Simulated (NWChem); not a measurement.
**AlBH2OF2 (SMILES O[B](F)[AlH][F]): PBE-D3(BJ)/def2-SVP**

Aim: a structure relaxation of AlBH2OF2. 

Program for the calculation: NWChem 7.3.0.

1 further run of the same task is left out (set aside as unsound or not needed).

## 1. The molecule

AlBH2OF2: 7 atoms, total charge 0, spin state singlet. SMILES: `O[B](F)[AlH][F]`. Geometry: relaxed at PBE0-D4/def2-TZVP. This is one conformer, not always the lowest. The run starts from this shape.

Bond lengths: O1–B2 1.351 Å, B2–F3 1.331 Å, B2–Al4 2.153 Å, Al4–F5 1.661 Å, O1–H6 0.961 Å, Al4–H7 1.580 Å. Angles: O1–B2–F3 115.5°, O1–B2–Al4 122.4°, F3–B2–Al4 122.1°, B2–Al4–F5 111.0°, B2–O1–H6 113.4°, B2–Al4–H7 132.2°, F5–Al4–H7 116.8°.

## 2. A structure relaxation at PBE-D3(BJ)/def2-SVP

test.xyz reads:

```xyz
7
AlBF2H2O optimise
O      0.462300    -0.166500     1.769000
B      0.511800    -0.675600     0.519100
F      1.170800    -1.824800     0.394500
Al    -0.411500     0.301600    -1.162100
F     -1.152700     1.713100    -0.697800
H     -0.019900     0.662300     1.825000
H     -0.499600    -0.078200    -2.693300
```

test.nw reads:

```
echo
start test
title "AlBF2H2O optimise"
memory 2200 mb
geometry
  load test.xyz
end
basis spherical bse
  * library def2-SVP
end
dft
  xc xpbe96 cpbe96
  disp vdw 4
  grid fine
  convergence energy 1e-07
  iterations 100
  mulliken
  print low
end
driver
  maxiter 60
end
freq
  temp 2 298.15 573.15
end
task dft optimize
task dft frequencies
```

Run with:

```bash
$ nwchem test.nw > test.out
```

Standard output:

```text
[...]
 d= 0,ls=0.0,diis     1   -542.6496861801 -7.33D+02  3.07D-02  1.25D+00     1.5
[...]
         Total DFT energy =     -542.803002266622
[...]
@    0    -542.80300227  0.0D+00  0.01856  0.00624  0.00000  0.00000     15.9
[...]
         Total DFT energy =     -542.803890717029
[...]
@    1    -542.80389072 -8.9D-04  0.00699  0.00218  0.01454  0.03187     28.5
[...]
@    9    -542.80406654 -1.9D-07  0.00006  0.00003  0.00206  0.00479    114.9
[...]
         Total DFT energy =   -542.804066530777
[...]
@   10    -542.80406653  1.1D-08  0.00005  0.00002  0.00147  0.00343    122.9
[...]
         Total DFT energy =     -542.804066656987
[...]
         Total DFT energy =   -542.804066656987
                         DFT ENERGY GRADIENTS
    atom               coordinates                        gradient
                 x          y          z           x          y          z
   1 O       2.599154   2.424909  -0.000051    0.000004   0.000001  -0.000001
   2 B       0.081628   1.901598  -0.000869   -0.000023   0.000002   0.000001
   3 F      -1.464574   3.911745  -0.001140    0.000008  -0.000011  -0.000001
   4 Al     -1.313468  -1.917816  -0.001787   -0.000050   0.000018  -0.000001
   5 F       1.092211  -4.028264  -0.002291    0.000017  -0.000021  -0.000001
   6 H       3.614677   0.887359   0.000067    0.000009  -0.000000   0.000001
   7 H      -4.089214  -3.099305  -0.001923    0.000035   0.000011   0.000001
[...]
@   11    -542.80406666 -1.3D-07  0.00004  0.00001  0.00019  0.00054    129.8
[...]
      Optimization converged
[...]
@   11    -542.80406666 -1.3D-07  0.00004  0.00001  0.00019  0.00054    129.8
[...]
 d= 0,ls=0.0,diis     2   -542.8040662981  2.63D-08  3.61D-06  3.36D-07   132.4
         Total DFT energy =     -542.804066298083
      One electron energy =    -1129.284503147393
           Coulomb energy =      450.483374649533
    Exchange-Corr. energy =      -52.568219927798
 Nuclear repulsion energy =      188.568885332526
    Dispersion correction =       -0.003603204950
[...]
 Zero-Point correction to Energy  =   19.100 kcal/mol  (  0.030438 au)
 Thermal correction to Energy     =   29.850 kcal/mol  (  0.047569 au)
 Thermal correction to Enthalpy   =   30.989 kcal/mol  (  0.049384 au)
 Total Entropy                    =   98.407 cal/mol-K
   - Translational                =   42.761 cal/mol-K (mol. weight =  93.9982)
   - Rotational                   =   28.859 cal/mol-K (symmetry #  =        1)
   - Vibrational                  =   26.787 cal/mol-K
 Cv (constant volume heat capacity) =   27.114 cal/mol-K
   - Translational                  =    2.979 cal/mol-K
   - Rotational                     =    2.979 cal/mol-K
   - Vibrational                    =   21.155 cal/mol-K
[...]
 Normal Eigenvalue ||           Projected Infra Red Intensities
  Mode   [cm**-1]  || [atomic units] [(debye/angs)**2] [(KM/mol)] [arbitrary]
 ------ ---------- || -------------- ----------------- ---------- -----------
    1        0.000 ||    0.000116           0.003         0.113       0.018
    2        0.000 ||    0.000006           0.000         0.006       0.001
    3        0.000 ||    0.000031           0.001         0.031       0.005
    4        0.000 ||    0.000027           0.001         0.027       0.004
    5        0.000 ||    0.000002           0.000         0.002       0.000
    6        0.000 ||    0.000027           0.001         0.026       0.004
    7       62.851 ||    0.012379           0.286        12.067       1.900
    8       66.130 ||    0.004326           0.100         4.217       0.664
    9      253.791 ||    0.000748           0.017         0.729       0.115
   10      335.289 ||    0.074756           1.725        72.876      11.476
   11      354.859 ||    0.017995           0.415        17.542       2.762
   12      510.283 ||    0.033948           0.783        33.095       5.211
   13      562.654 ||    0.015971           0.368        15.569       2.452
   14      610.563 ||    0.080774           1.864        78.742      12.400
[...]
```

Wall time 4.2 min (1 thread of Intel Xeon Platinum 8223CL at 3.00GHz (Skylake/Cascade Lake), shared host); peak memory 0.17 GiB.

Steps, from the record of the run:

```
step  energy from the first frame kept (eV)
   0                                 0.0000
   1                                -0.0242
   2                                -0.0286
   3                                -0.0289
   4                                -0.0289
   5                                -0.0289
   6                                -0.0289
   7                                -0.0289
   8                                -0.0290
   9                                -0.0290
  10                                -0.0290
  11                                -0.0290
```

After the run. Bond lengths: O1–B2 1.361 Å, B2–F3 1.342 Å, B2–Al4 2.152 Å, Al4–F5 1.693 Å, O1–H6 0.975 Å, Al4–H7 1.596 Å. Angles: O1–B2–F3 115.8°, O1–B2–Al4 121.8°, F3–B2–Al4 122.4°, B2–Al4–F5 111.2°, B2–O1–H6 111.7°, B2–Al4–H7 133.1°, F5–Al4–H7 115.7°.

## 3. Outcome

At PBE-D3(BJ)/def2-SVP:

| quantity | value |
| --- | --- |
| total energy at the end | -542.80407 Eh |
| dispersion energy | -9.46 kJ/mol |
| lowest harmonic wavenumber | 63 cm⁻¹ |
| highest harmonic wavenumber | 3735 cm⁻¹ |
| zero-point energy | 79.9 kJ/mol |
| ideal-gas entropy at 298.15 K (symmetry number 1 as used) | 81.5 cal/(mol K) |

In words: At the final geometry: Bond lengths: O1–B2 1.361 Å, B2–F3 1.342 Å, B2–Al4 2.152 Å, Al4–F5 1.693 Å, O1–H6 0.975 Å, Al4–H7 1.596 Å. Angles: O1–B2–F3 115.8°, O1–B2–Al4 121.8°, F3–B2–Al4 122.4°, B2–Al4–F5 111.2°, B2–O1–H6 111.7°, B2–Al4–H7 133.1°, F5–Al4–H7 115.7°. All 15 modes are real, so the shape is a minimum at this level. The optimisation took 12 steps and changed the energy by -0.029 eV.
